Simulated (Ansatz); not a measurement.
Runs of Ansatz 0.2.0 on Hf2Pd2Se2Br2O3. Symmetry: P-3m1, No. 164, trigonal system. Conventional cell: a = 3.726 Å, b = 3.726 Å, c = 17.009 Å, α = 90.00°, β = 90.00°, γ = 120.00°. Hf (site symmetry 3m) is surrounded by 7 O at 2.15 to 2.43 Å. Around Pd (site symmetry 3m) lie 3 Se at 2.51 Å and 3 Br at 2.70 Å. Se (site symmetry 3m) has 3 Pd at 2.51 Å and 1 Hf at 2.73 Å as nearest neighbours. Around Br (site symmetry 3m) lie 3 Pd at 2.70 Å. O (site symmetry 3m) has 4 Hf at 2.15 to 2.37 Å as nearest neighbours. O (site symmetry -3m) has 6 Hf at 2.43 Å and 6 O at 2.48 Å as nearest neighbours. The cell was built by a generator and needn't be a form met in nature.

| task | level | potentials or basis | cell | k mesh | cutoff (eV) | points for each segment of the path | gap on the mesh (eV) | pressure (GPa) | relaxed volume (Å³/atom) | largest force (eV/Å) |
| --- | --- | --- | --- | --- | --- | --- | --- | --- | --- | --- |
| band structure | PBEsol | Ansatz PAW | as given | 8 × 8 × 2 | 420 | 10 | none | -5.0 | - | 0.35 |
| relaxation of cell and atoms | PBEsol | Ansatz PAW | relaxed | 6 × 6 × 2 | 420 | - | none | 0.0 | 17.19 | - |
| band structure | PBE | Ansatz PAW | as given | 8 × 8 × 2 | 420 | 10 | none | 0.0 | - | 0.05 |
| relaxation of cell and atoms | PBE+D4 | Ansatz PAW | relaxed | 6 × 6 × 2 | 420 | - | none | 0.0 | (a) | - |
| single point | PBE | Ansatz PAW earlier set | as given | 8 × 8 × 2 | 900 | - | none | 0.0 | - | 0.05 |

Alike in all rows: no spin polarisation; smearing fermi-dirac 0.05 eV.

Q: Estimate the missing entries.

A: (a) 17.48.

Caveats: this functional lacks dispersion, which binds the layers, so the pressure and a relaxed spacing across them are unreliable (some runs); the PAW data sets come from PBE, with cores solved anew for the run's functional, which leaves a small shift of forces and pressure (some runs); the plane-wave basis is chosen anew once the cell has moved, so the energies of steps on either side of that aren't comparable (some runs).

A k mesh can miss the band edges, and the runs leave out spin-orbit coupling on Br, Hf, Pd, Se.

A gap of «none» marks a metal or a gap under the smearing width.

Not every run made on this cell is shown here.
